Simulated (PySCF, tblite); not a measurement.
# H6NO2Si2 radical, a small gas-phase stand-in for a defect centre (nitride N site): EPR parameters

Wanted: the EPR parameters for `[O]ON([SiH3])[SiH3]`. It is drawn as: peroxy radical.

Programs: tblite 0.8.0 and PySCF 2.14.0. All values are calculated, for the isolated system unless a continuum is named. Atoms count from 0, parts from 1.

## (1) Starting point

11 atoms, charge 0, multiplicity 2; geometry: distance geometry start.

## (2) Geometry optimisation with GFN2-xTB

Job settings and geometry (Å):

```
{"job": {"kind": "relax", "xc": "GFN2-xTB", "basis": "xTB"}, "charge": 0, "multiplicity": 2}
Si     1.526761    -1.555397    -0.634007
N      0.304461    -0.434122     0.146318
Si    -1.432673    -0.963679     0.024859
O      0.690867     0.150922     1.313986
O      1.062513    -0.457821     2.401252
H      0.942187    -2.832125    -0.849594
H      2.665354    -1.677039     0.221881
H      1.938509    -0.989672    -1.871104
H     -1.837647    -1.459359     1.321160
H     -2.234167     0.130222    -0.340550
H     -1.555970    -2.030179    -0.918782
```

With the program's defaults for keys left out, this is: GFN2-xTB geometry optimisation, gas phase.

On the command line:

```console
OMP_NUM_THREADS=1 python cluster_run.py task.json out
```

The driver reads the jobs from task.json and runs them one after another.

**Question.** The jobs that follow are: PBE0-D3(BJ)/def2-SVP geometry optimisation, gas phase; UKS B3LYP, IGLO-III on N O Si, pcH-1 on H, non-relativistic, mean-field spin-orbit, GIAO; UKS BHandHLYP, IGLO-III on N O Si, pcH-1 on H, non-relativistic, mean-field spin-orbit, GIAO. Predict: rotational constants (main isotopes); g(iso) (B3LYP); ⟨S²⟩; largest a(iso).

As calculated:

```
                            quantity                 value
rotational constants (main isotopes)  4.40, 2.34, 1.59 GHz
                      g(iso) (B3LYP)               2.00862
                                ⟨S²⟩    0.754 (exact 0.75)
                      largest a(iso)  17O on O3, -46.0 MHz
```

The start of the PBE0/def2-SVP relaxation was shaken at random by about 0.01 Å, so part of the energy gained, and of the first lengths quoted, undoes that. Over 5 steps the energy fell by 0.301 eV; of the close pairs, Si0–H6 changed most, 1.434 to 1.488 Å (PBE0/def2-SVP). No frequency check was run at this level, so the end point may be a saddle. The largest share of the spin, 0.52 e, sits on O4. The isotropic g lies 6.3 ppt above the free-electron value. The coupling of 17O on O3 runs from -74.6 (BHandHLYP/IGLO-III+pcH-1) to -46.0 MHz (B3LYP/IGLO-III+pcH-1). A capped cluster stands for the solid here, so long-range fields and strain are missing, and bands or shifts of the capping hydrogens have no counterpart in it.
